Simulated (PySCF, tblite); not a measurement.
**C₆H₈O₂Si: geometry, infrared bands and NMR shifts**

Wanted: the infrared bands and NMR shifts of C₆H₈O₂Si (`CC[Si@H]1C(=O)C=C1C=O`), by calculation.

Programs: tblite 0.8.0 and PySCF 2.14.0, with density-fitted response routines of our own. Each step states its level of theory. These are calculated values for one molecule in the gas phase, unless marked as measured. Atoms count from 0, in the outputs and in this text.

## 1. The molecule as given

17 atoms, charge 0, multiplicity 1; geometry from: force field or distance geometry start.

Bonds of the start (Å): C0–C1 1.51, C1–Si2 1.85, Si2–C3 1.82, C3–O4 1.24, C3–C5 1.46, C5–C6 1.31, C6–C7 1.47, C7–O8 1.26, C6–Si2 1.83, C0–H9 1.12, C0–H10 1.11, C0–H11 1.10, C1–H12 1.10, C1–H13 1.10, Si2–H14 1.45, C5–H15 1.08, C7–H16 1.08.

## 2. Optimising the geometry with GFN2-xTB

Job settings and geometry (Å):

```
{"job": {"kind": "relax", "xc": "GFN2-xTB", "basis": "xTB"}, "charge": 0, "multiplicity": 1}
C      2.580500     0.021000    -0.458300
C      1.232100    -0.578200    -0.142900
Si     0.143500     0.542300     0.845900
C     -0.954900     1.620900    -0.133100
O     -0.788900     2.680500    -0.753700
C     -2.139200     0.789500     0.085100
C     -1.562500    -0.126300     0.820300
C     -2.110900    -1.337800     1.454200
O     -3.315300    -1.680700     1.346500
H      3.211800     0.046400     0.461700
H      2.513600     1.013500    -0.939800
H      3.072900    -0.661800    -1.171800
H      0.717900    -0.806100    -1.085200
H      1.359500    -1.520200     0.419300
H      0.632900     1.055100     2.112600
H     -3.153600     0.915600    -0.247700
H     -1.446400    -1.961600     2.026300
```

On the command line:

```
$ OMP_NUM_THREADS=1 python probes_run.py task.json out
```

This one command runs all jobs of the session in turn.

**Question.** This job is followed by: GFN2-xTB harmonic vibrations, gas phase; GIAO PBE0/pcSseg-1 NMR shielding, non-relativistic, gas phase. What will the session give for the following? strongest single infrared mode (GFN2-xTB); zero-point energy (GFN2-xTB); ¹³C shifts against TMS (PBE0/pcSseg-1); ¹H shifts against TMS (PBE0/pcSseg-1, means over atoms taken as alike); ²⁹Si shifts against TMS (PBE0/pcSseg-1); ¹⁷O shifts against H2O (PBE0/pcSseg-1); surface potential, 1st and 99th percentile.

The runs gave:

| quantity | value |
| --- | --- |
| strongest single infrared mode (GFN2-xTB) | 1776 cm⁻¹, 411 km/mol |
| zero-point energy (GFN2-xTB) | 75.9 kcal/mol |
| ¹³C shifts against TMS (PBE0/pcSseg-1) | 222.5, 200.9, 199.4, 162.5, 11.9, 9.3 ppm |
| ¹H shifts against TMS (PBE0/pcSseg-1, means over atoms taken as alike) | 11.06, 7.23, 5.55, 1.42, 1.39, 1.20 ppm |
| ²⁹Si shifts against TMS (PBE0/pcSseg-1) | 20.9 ppm |
| ¹⁷O shifts against H2O (PBE0/pcSseg-1) | 780.4, 735.0 ppm |
| surface potential, 1st and 99th percentile | -1.49 V and 1.39 V |

What this shows: The optimisation took 188 steps and gained 0.784 eV; among the close pairs (by a distance rule), Si2–C3 changed most, from 1.824 to 1.960 Å. No mode is imaginary among the 45: a minimum at this level. The strongest single mode, at 1776 cm⁻¹, moves mainly C3 and O4. Unscaled tight-binding wavenumbers are off by several per cent, some by more. Its intensities can rank the bands wrongly. H16 (hydrogen on an aldehyde carbonyl carbon) lies farthest downfield among hydrogen, at 11.06 ppm; the C=O anisotropy and electron withdrawal place aldehyde protons far downfield. At PBE0/pcSseg-1, counted by nearest atom on the grid, the HOMO lies on O4 49 %; C3 15 %, the LUMO on C6 23 %; C3, C5, C7 about 14 % each.
